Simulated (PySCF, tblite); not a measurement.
# C₄H₁₀BCl₂Ga: geometry, infrared bands and NMR shifts

What infrared bands and NMR shifts should C₄H₁₀BCl₂Ga (`C=C(C)C[BH-]1[Cl+][GaH2-][Cl+]1`) show?

The runs use tblite 0.8.0 and PySCF 2.14.0, with density-fitted response routines of our own; the level of theory stands in each step. All values are computed, except where a source is named. Atoms count from 0, in the outputs and in this text.

### 1 The molecule as given

18 atoms, charge 0, multiplicity 1; geometry from: force field or distance geometry start.

Bonds of the start (Å): C0–C1 1.33, C1–C2 1.50, C1–C3 1.50, C3–B4 1.58, B4–Cl5 1.88, Cl5–Ga6 2.19, Ga6–Cl7 2.21, Cl7–B4 1.84, C0–H8 1.08, C0–H9 1.12, C2–H10 1.10, C2–H11 1.13, C2–H12 1.11, C3–H13 1.12, C3–H14 1.12, B4–H15 1.19, Ga6–H16 1.59, Ga6–H17 1.58.

### 2 Geometry optimisation with GFN2-xTB

The job: settings as JSON, then the geometry in Å.

```
{"job": {"kind": "relax", "xc": "GFN2-xTB", "basis": "xTB"}, "charge": 0, "multiplicity": 1}
C     -2.047800     1.570600     0.013000
C     -1.529300     0.436000    -0.435600
C     -2.223500    -0.872400    -0.212100
C     -0.210300     0.391100    -1.152400
B      0.890400    -0.485000    -0.443000
Cl     2.412600    -0.429300    -1.537700
Ga     3.728800    -0.279400     0.210800
Cl     1.741600     0.203700     1.037300
H     -1.575500     2.536300    -0.114100
H     -3.033400     1.465000     0.530400
H     -1.534800    -1.711700    -0.069100
H     -2.925000    -0.799500     0.664800
H     -2.850600    -1.118900    -1.095800
H     -0.428500    -0.069700    -2.144800
H      0.071200     1.470700    -1.258800
H      0.501100    -1.583800    -0.220200
H      4.327700    -1.693200     0.638600
H      4.676600     0.976000     0.312300
```

On the command line:

```console
$ OMP_NUM_THREADS=1 python probes_run.py task.json out
```

This one command runs all jobs of the session in turn.

**Question.** This job is followed by: GFN2-xTB harmonic vibrations, gas phase; GIAO PBE0/pcSseg-1 NMR shielding, non-relativistic, gas phase. What will the session give for the following? strongest single infrared mode (GFN2-xTB); zero-point energy (GFN2-xTB); ¹³C shifts against TMS (PBE0/pcSseg-1); ¹H shifts against TMS (PBE0/pcSseg-1, means over atoms taken as alike); ¹¹B shifts against BF3·OEt2 (PBE0/pcSseg-1); ³⁵Cl shifts against HCl (PBE0/pcSseg-1, means over atoms taken as alike); shieldings of Ga (PBE0/pcSseg-1).

As calculated:

| quantity | value |
| --- | --- |
| strongest single infrared mode (GFN2-xTB) | 691 cm⁻¹, 378 km/mol |
| zero-point energy (GFN2-xTB) | 78.7 kcal/mol |
| ¹³C shifts against TMS (PBE0/pcSseg-1) | 153.3, 118.3, 42.4, 26.2 ppm |
| ¹H shifts against TMS (PBE0/pcSseg-1, means over atoms taken as alike) | 5.71, 5.34, 5.16, 5.12, 4.14, 2.28, 1.82 ppm |
| ¹¹B shifts against BF3·OEt2 (PBE0/pcSseg-1) | 4.3 ppm |
| ³⁵Cl shifts against HCl (PBE0/pcSseg-1, means over atoms taken as alike) | 44 ppm |
| shieldings of Ga (PBE0/pcSseg-1) | Ga6 1419.0 ppm |

What this shows: Over 164 steps the energy fell by 0.534 eV; of the close pairs, Cl5–Ga6 changed most, 2.194 to 2.273 Å. No mode is imaginary among the 48: a minimum at this level. The strongest single mode, at 691 cm⁻¹, moves mainly H17 and H16. GFN2-xTB is a fitted tight-binding method: band positions and strengths are rough. Its intensities can rank the bands wrongly. The most deshielded carbon is C1 (fully substituted alkene carbon), at 153.3 ppm: as expected for a trigonal carbon in a double bond. At PBE0/pcSseg-1: Shielding is most anisotropic at Ga6 (span 441 ppm, paramagnetic term -1219 ppm). Spin-orbit coupling is left out, which matters for shieldings and couplings at and beside the heavy atoms.
